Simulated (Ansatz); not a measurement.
# RuSe (rocksalt): equation of state

How stiff is RuSe (rocksalt)? Energies and pressures are computed at volumes on both sides of the relaxed cell and fitted. This structure was made by substitution into a known type, so it needn't be the compound's stable form.

Method: DFT PBE, scalar-relativistic, plane waves, PAW, in Ansatz 0.2.0.

3 further runs of the same task are left out: 1 that didn't finish, 2 set aside as unsound or not needed. Runs told in other sessions of the task aren't counted.

## (1) Starting point

The structure is cubic, space group Fm-3m (No. 225). Conventional cell: a = 5.141 Å, b = 5.141 Å, c = 5.141 Å, α = 90.00°, β = 90.00°, γ = 90.00°. Around Ru (site symmetry m-3m) lie 6 Se at 2.57 Å. Se (site symmetry m-3m) has 6 Ru at 2.57 Å in its first shell of neighbours.

Structure file:

```cif
data_structure
_symmetry_space_group_name_H-M 'Fm-3m'
_symmetry_Int_Tables_number 225
_cell_length_a 5.1408
_cell_length_b 5.1408
_cell_length_c 5.1408
_cell_angle_alpha 90.000
_cell_angle_beta 90.000
_cell_angle_gamma 90.000
_cell_volume 135.86
loop_
_atom_site_label
_atom_site_type_symbol
_atom_site_symmetry_multiplicity
_atom_site_Wyckoff_symbol
_atom_site_fract_x
_atom_site_fract_y
_atom_site_fract_z
_atom_site_occupancy
Ru1 Ru 4 b 0.50000 0.00000 0.00000 1
Se1 Se 4 a 0.00000 0.00000 0.00000 1
```

An earlier run at PBE left this cell at 16.983 Å³/atom and 0.13 GPa (12×12×12 mesh).

Volume factors to run: 0.980, 1.020, 0.960, 1.040, 1.070, 1.100, 0.945.

## (2) At 0.980 of the relaxed volume

Input file input.yaml:

```yaml
crystal:
  lattice:
    - [0.0, 2.5531551449, 2.5531551449]
    - [2.5531551449, 0.0, 2.5531551449]
    - [2.5531551449, 2.5531551449, 0.0]
  atoms:
    - { symbol: Ru, position: [0.5, 0.5, 0.5] }
    - { symbol: Se, position: [0.0, 0.0, 0.0] }
basis:
  ecutwfc: 420
  ecutrho_ratio: 4
kpoints:
  mp_grid: { grid: [12, 12, 12] }
hamiltonian:
  xc: pbe
scf:
  occupations: { method: gaussian, width: 0.05 }
output:
  forces: true
  stress: true
  eigenvalues: true
```

Launch:

```console
$ ansatz run input.yaml --threads 2 --pin off --max-ram 2662MiB --backend cpu --events-out ev --progress --plain --runs-dir out
```

Output, cut to the lines that bear on the results:

```text
Warning: RAYON_NUM_THREADS=2 ignored (pool sized by the plan → 2); use --threads N
[...]
Pseudopotentials: kind: paw
Pseudopotential: Ru, paw, valence charge 16, recommended cutoff 420 eV (normal), Ru.paw.azcp
Pseudopotential: Se, paw, valence charge 16, recommended cutoff 420 eV (normal), Se.paw.azcp
Functional definition: PBE
[...]
Crystal: 2 atoms, lattice volume = 33.286 Å³
Basis set: ecut = 420 eV, 645 PW (Γ), exchange–correlation on 50×50×50 points (8 copies of the dense FFT grid, shifted against one another)
Bands: 20, of which v1, the nominal top of the filled ones, is band 16 counted from 1 (15 counted from 0)
Symmetry: 48 space group operations
Space group: Fm-3m (ITA 225), of the structure as read, at distance tolerance 3.2e-5 Å
k-points: 72 of 1728
[...]
SCF iter   1: F=—  HF=-11346.784875 eV  |F-HF|=—  |Δ(HF+E_count)|=         —  Δρ=3.73e-3  dr2=4.53e-3  ethr=1.77e-3  ⟨swp⟩=5.2  Hψ=6456  notcnv=0
[...]
SCF iter   6: F=-11346.784604 eV  HF=-11346.784603 eV  |F-HF|=4.02e-8  |Δ(HF+E_count)|=   1.79e-7  Δρ=1.60e-5  dr2=6.06e-8  ethr=3.13e-10  ⟨swp⟩=3.1  Hψ=6424  notcnv=0
[...]
SCF converged after 6 iterations
Free energy (F): -11346.784604 eV
[...]
E sigma→0 (E₀):  -11346.782143 eV
Entropy (-TS):   -0.004921 eV (-2.460 meV/atom)
Fermi energy:    16.649280 eV
[...]
--- Forces (eV/Å), atoms counted from 1 ---
  atom   1  Ru     0.00000000    -0.00000000    -0.00000000
  atom   2  Se    -0.00000000    -0.00000000     0.00000000
[...]
--- Stress (GPa, compression-positive) ---
        3.177357      -0.000000      -0.000000
        0.000000       3.177357       0.000000
        0.000000       0.000000       3.177357
  P = ⅓ Tr σ = 3.1774 GPa (31.774 kbar)
--- Band table (eV; the first three rows and the last of 72) ---
  k-point 0: bands = ["-55.3541", "-32.1747", "-32.1747", "-32.1644", "-32.1644", "-32.1644", "-25.4113", "-25.4113", "-25.4113", "1.0854", "14.5705", "14.5705", "14.5705", "14.7195", "14.7195", "15.2817", "15.2817", "15.2817", "20.5060", "26.2845"]
[...]
```

Run time: 1 s. Hardware: 2 threads of Arm Neoverse V2, shared host; peak memory 0.33 GiB.

This gives: volume 16.643 Å³/atom, pressure 3.18 GPa, a metal on this mesh.

## (3) Volume × 1.020

Edit input.yaml of step 2 so:

```diff
@@ -2,5 +2,5 @@
   lattice:
-    - [0.0, 2.5531551449, 2.5531551449]
-    - [2.5531551449, 0.0, 2.5531551449]
-    - [2.5531551449, 2.5531551449, 0.0]
+    - [0.0, 2.5874297736, 2.5874297736]
+    - [2.5874297736, 0.0, 2.5874297736]
+    - [2.5874297736, 2.5874297736, 0.0]
   atoms:
```

Launch:

```console
$ ansatz run input.yaml --threads 2 --pin off --max-ram 2662MiB --backend cpu --events-out ev --progress --plain --runs-dir out
```

Output, cut to the lines that bear on the results:

```text
Warning: RAYON_NUM_THREADS=2 ignored (pool sized by the plan → 2); use --threads N
[...]
Pseudopotentials: kind: paw
Pseudopotential: Ru, paw, valence charge 16, recommended cutoff 420 eV (normal), Ru.paw.azcp
Pseudopotential: Se, paw, valence charge 16, recommended cutoff 420 eV (normal), Se.paw.azcp
Functional definition: PBE
[...]
Crystal: 2 atoms, lattice volume = 34.645 Å³
Basis set: ecut = 420 eV, 645 PW (Γ), exchange–correlation on 50×50×50 points (8 copies of the dense FFT grid, shifted against one another)
Bands: 20, of which v1, the nominal top of the filled ones, is band 16 counted from 1 (15 counted from 0)
Symmetry: 48 space group operations
Space group: Fm-3m (ITA 225), of the structure as read, at distance tolerance 3.3e-5 Å
k-points: 72 of 1728
[...]
SCF iter   1: F=—  HF=-11346.785861 eV  |F-HF|=—  |Δ(HF+E_count)|=         —  Δρ=3.98e-3  dr2=3.97e-3  ethr=1.77e-3  ⟨swp⟩=5.4  Hψ=6381  notcnv=0
[...]
SCF iter   6: F=-11346.786205 eV  HF=-11346.786205 eV  |F-HF|=1.30e-8  |Δ(HF+E_count)|=   1.19e-7  Δρ=1.15e-5  dr2=4.67e-8  ethr=3.13e-10  ⟨swp⟩=5.2  Hψ=6143  notcnv=0
[...]
SCF converged after 6 iterations
Free energy (F): -11346.786205 eV
[...]
E sigma→0 (E₀):  -11346.783425 eV
Entropy (-TS):   -0.005560 eV (-2.780 meV/atom)
Fermi energy:    15.787161 eV
[...]
--- Forces (eV/Å), atoms counted from 1 ---
  atom   1  Ru     0.00000000    -0.00000000    -0.00000000
  atom   2  Se    -0.00000000     0.00000000     0.00000000
[...]
--- Stress (GPa, compression-positive) ---
       -2.569369       0.000000      -0.000000
       -0.000000      -2.569369       0.000000
       -0.000000       0.000000      -2.569369
  P = ⅓ Tr σ = -2.5694 GPa (-25.694 kbar)
--- Band table (eV; the first three rows and the last of 72) ---
  k-point 0: bands = ["-56.1834", "-32.9635", "-32.9635", "-32.9547", "-32.9547", "-32.9547", "-26.2321", "-26.2321", "-26.2321", "0.5062", "13.8649", "13.8649", "13.8649", "13.9874", "13.9874", "14.4356", "14.4356", "14.4356", "19.3077", "25.4896"]
[...]
```

Run time: 1.1 s. Hardware: 2 threads of Arm Neoverse V2, shared host; peak memory 0.34 GiB.

This gives: volume 17.322 Å³/atom, pressure -2.57 GPa, metallic.

## (4) Volume × 0.960

Edit input.yaml of step 3 so:

```diff
@@ -2,5 +2,5 @@
   lattice:
-    - [0.0, 2.5874297736, 2.5874297736]
-    - [2.5874297736, 0.0, 2.5874297736]
-    - [2.5874297736, 2.5874297736, 0.0]
+    - [0.0, 2.5356672321, 2.5356672321]
+    - [2.5356672321, 0.0, 2.5356672321]
+    - [2.5356672321, 2.5356672321, 0.0]
   atoms:
```

Launch:

```console
$ ansatz run input.yaml --threads 2 --pin off --max-ram 2662MiB --backend cpu --events-out ev --progress --plain --runs-dir out
```

Output, cut to the lines that bear on the results:

```text
Warning: RAYON_NUM_THREADS=2 ignored (pool sized by the plan → 2); use --threads N
[...]
Pseudopotentials: kind: paw
Pseudopotential: Ru, paw, valence charge 16, recommended cutoff 420 eV (normal), Ru.paw.azcp
Pseudopotential: Se, paw, valence charge 16, recommended cutoff 420 eV (normal), Se.paw.azcp
Functional definition: PBE
[...]
Crystal: 2 atoms, lattice volume = 32.607 Å³
Basis set: ecut = 420 eV, 609 PW (Γ), exchange–correlation on 48×48×48 points (8 copies of the dense FFT grid, shifted against one another)
Bands: 20, of which v1, the nominal top of the filled ones, is band 16 counted from 1 (15 counted from 0)
Symmetry: 48 space group operations
Space group: Fm-3m (ITA 225), of the structure as read, at distance tolerance 3.2e-5 Å
k-points: 72 of 1728
[...]
SCF iter   1: F=—  HF=-11346.764423 eV  |F-HF|=—  |Δ(HF+E_count)|=         —  Δρ=3.64e-3  dr2=4.73e-3  ethr=1.77e-3  ⟨swp⟩=5.3  Hψ=6459  notcnv=0
[...]
SCF iter   6: F=-11346.763996 eV  HF=-11346.763996 eV  |F-HF|=3.48e-8  |Δ(HF+E_count)|=   1.90e-7  Δρ=1.59e-5  dr2=5.95e-8  ethr=3.13e-10  ⟨swp⟩=3.1  Hψ=6369  notcnv=0
[...]
SCF converged after 6 iterations
Free energy (F): -11346.763996 eV
[...]
E sigma→0 (E₀):  -11346.761669 eV
Entropy (-TS):   -0.004654 eV (-2.327 meV/atom)
Fermi energy:    17.106021 eV
[...]
--- Forces (eV/Å), atoms counted from 1 ---
  atom   1  Ru     0.00000000    -0.00000000    -0.00000000
  atom   2  Se    -0.00000000     0.00000000    -0.00000000
[...]
--- Stress (GPa, compression-positive) ---
        6.610881      -0.000000       0.000000
       -0.000000       6.610881       0.000000
        0.000000       0.000000       6.610881
  P = ⅓ Tr σ = 6.6109 GPa (66.109 kbar)
--- Band table (eV; the first three rows and the last of 72) ---
  k-point 0: bands = ["-54.9154", "-31.7559", "-31.7559", "-31.7448", "-31.7448", "-31.7448", "-24.9773", "-24.9773", "-24.9773", "1.3921", "14.9426", "14.9426", "14.9426", "15.1064", "15.1064", "15.7315", "15.7315", "15.7315", "21.1447", "26.7031"]
[...]
```

Run time: 1 s. Hardware: 2 threads of Arm Neoverse V2, shared host; peak memory 0.33 GiB.

Result: volume 16.303 Å³/atom, pressure 6.61 GPa, no gap.

## (5) Volume × 1.040

Edit input.yaml of step 4 so:

```diff
@@ -2,5 +2,5 @@
   lattice:
-    - [0.0, 2.5356672321, 2.5356672321]
-    - [2.5356672321, 0.0, 2.5356672321]
-    - [2.5356672321, 2.5356672321, 0.0]
+    - [0.0, 2.6042317365, 2.6042317365]
+    - [2.6042317365, 0.0, 2.6042317365]
+    - [2.6042317365, 2.6042317365, 0.0]
   atoms:
@@ -21 +21,5 @@
   eigenvalues: true
+  write_density: true
+  write_potential: true
+  elf: true
+  volumetric_format: npy
```

Launch:

```console
$ ansatz run input.yaml --threads 2 --pin off --max-ram 2662MiB --backend cpu --events-out ev --progress --plain --runs-dir out
```

Output, cut to the lines that bear on the results:

```text
Warning: RAYON_NUM_THREADS=2 ignored (pool sized by the plan → 2); use --threads N
[...]
Pseudopotentials: kind: paw
Pseudopotential: Ru, paw, valence charge 16, recommended cutoff 420 eV (normal), Ru.paw.azcp
Pseudopotential: Se, paw, valence charge 16, recommended cutoff 420 eV (normal), Se.paw.azcp
Functional definition: PBE
[...]
Crystal: 2 atoms, lattice volume = 35.324 Å³
Basis set: ecut = 420 eV, 701 PW (Γ), exchange–correlation on 50×50×50 points (8 copies of the dense FFT grid, shifted against one another)
Bands: 20, of which v1, the nominal top of the filled ones, is band 16 counted from 1 (15 counted from 0)
Symmetry: 48 space group operations
Space group: Fm-3m (ITA 225), of the structure as read, at distance tolerance 3.3e-5 Å
k-points: 72 of 1728
[...]
SCF iter   1: F=—  HF=-11346.769466 eV  |F-HF|=—  |Δ(HF+E_count)|=         —  Δρ=4.14e-3  dr2=3.61e-3  ethr=1.77e-3  ⟨swp⟩=5.5  Hψ=6314  notcnv=0
[...]
SCF iter   6: F=-11346.770138 eV  HF=-11346.770138 eV  |F-HF|=1.51e-8  |Δ(HF+E_count)|=   1.09e-7  Δρ=1.20e-5  dr2=4.94e-8  ethr=3.13e-10  ⟨swp⟩=8.8  Hψ=9895  notcnv=0
[...]
SCF converged after 6 iterations
Free energy (F): -11346.770138 eV
[...]
E sigma→0 (E₀):  -11346.767178 eV
Entropy (-TS):   -0.005919 eV (-2.959 meV/atom)
Fermi energy:    15.379878 eV
[...]
--- Forces (eV/Å), atoms counted from 1 ---
  atom   1  Ru     0.00000000     0.00000000    -0.00000000
  atom   2  Se    -0.00000000     0.00000000    -0.00000000
[...]
--- Stress (GPa, compression-positive) ---
       -4.964499      -0.000000       0.000000
       -0.000000      -4.964499       0.000000
        0.000000       0.000000      -4.964499
  P = ⅓ Tr σ = -4.9645 GPa (-49.645 kbar)
--- Band table (eV; the first three rows and the last of 72) ---
  k-point 0: bands = ["-56.5757", "-33.3353", "-33.3353", "-33.3272", "-33.3272", "-33.3272", "-26.6206", "-26.6206", "-26.6206", "0.2322", "13.5299", "13.5299", "13.5299", "13.6407", "13.6407", "14.0371", "14.0371", "14.0371", "18.7450", "25.1119"]
[...]
```

Run time: 1.7 s. Hardware: 2 threads of Arm Neoverse V2, shared host; peak memory 0.34 GiB.

This gives: volume 17.662 Å³/atom, pressure -4.96 GPa, a metal on this mesh.

Axes a, b and c in the maps are those of this run's conventional cell (a, b, c = 5.208, 5.208, 5.208 Å).

Density in a lattice plane of the grid's cell (edges 5.21 and 5.21 Å, at 0.000 of the third edge), which holds Ru and Se.

Values in e/Å³, 12 rows by 12 columns:
```
10.09  3.06  0.62  0.33  0.83  4.65  7.00  4.63  0.83  0.33  0.62  3.06
 0.90  0.62  0.31  0.19  0.31  0.83  1.28  0.83  0.31  0.19  0.31  0.62
 0.42  0.33  0.19  0.13  0.19  0.33  0.42  0.33  0.19  0.13  0.19  0.33
 1.28  0.83  0.31  0.19  0.31  0.62  0.90  0.62  0.31  0.19  0.31  0.83
 7.00  4.65  0.83  0.33  0.62  3.06 10.09  3.06  0.62  0.33  0.83  4.63
10.16  7.00  1.28  0.42  0.90 10.09 45.44 10.09  0.90  0.42  1.28  7.00
 7.00  4.63  0.83  0.33  0.62  3.06 10.09  3.06  0.62  0.33  0.83  4.65
 1.28  0.83  0.31  0.19  0.31  0.62  0.90  0.62  0.31  0.19  0.31  0.83
 0.42  0.33  0.19  0.13  0.19  0.33  0.42  0.33  0.19  0.13  0.19  0.33
 0.90  0.62  0.31  0.19  0.31  0.83  1.28  0.83  0.31  0.19  0.31  0.62
10.09  3.06  0.62  0.33  0.83  4.63  7.00  4.65  0.83  0.33  0.62  3.06
45.44 10.09  0.90  0.42  1.28  7.00 10.16  7.00  1.28  0.42  0.90 10.09
```
Columns run along the first of these edges and rows up along the second, over one cell in 12 and 12 even steps from the bottom left corner. Atoms in the plane (fractional): Ru at (0.00, 0.50), Ru at (0.50, 0.00), Se at (0.00, 0.00), Se at (0.50, 0.50).

ELF in the same plane.

Ten even steps from '0' (0.10) to '9' (0.78):
```
236997312686468621379963
779986312577677521368997
999874211333333311247899
887642001111011110024678
333210001233333210001233
011110024678887642001111
333311247899999874211333
677521368997779986312577
468621379963236997312686
036521389951015998312563
468621379963236997312686
677521368997779986312577
333311247899999874211333
011110024678887642001111
333210001233333210001233
887642001111011110024678
999874211333333311247899
779986312577677521368997
236997312686468621379963
015998312563036521389951
```
Columns run along the first of these edges and rows up along the second, over one cell in 24 and 20 even steps from the bottom left corner. Atoms in the plane (fractional): Ru at (0.00, 0.50), Ru at (0.50, 0.00), Se at (0.00, 0.00), Se at (0.50, 0.50).

Both are smooth fields of the valence electrons: close to the nuclei they are not physical.

Maxima of ELF outside the ion cores: 0.79 in the shell around Se, 0.8 Å from Se.

(Part 1 of 2 ends here.)
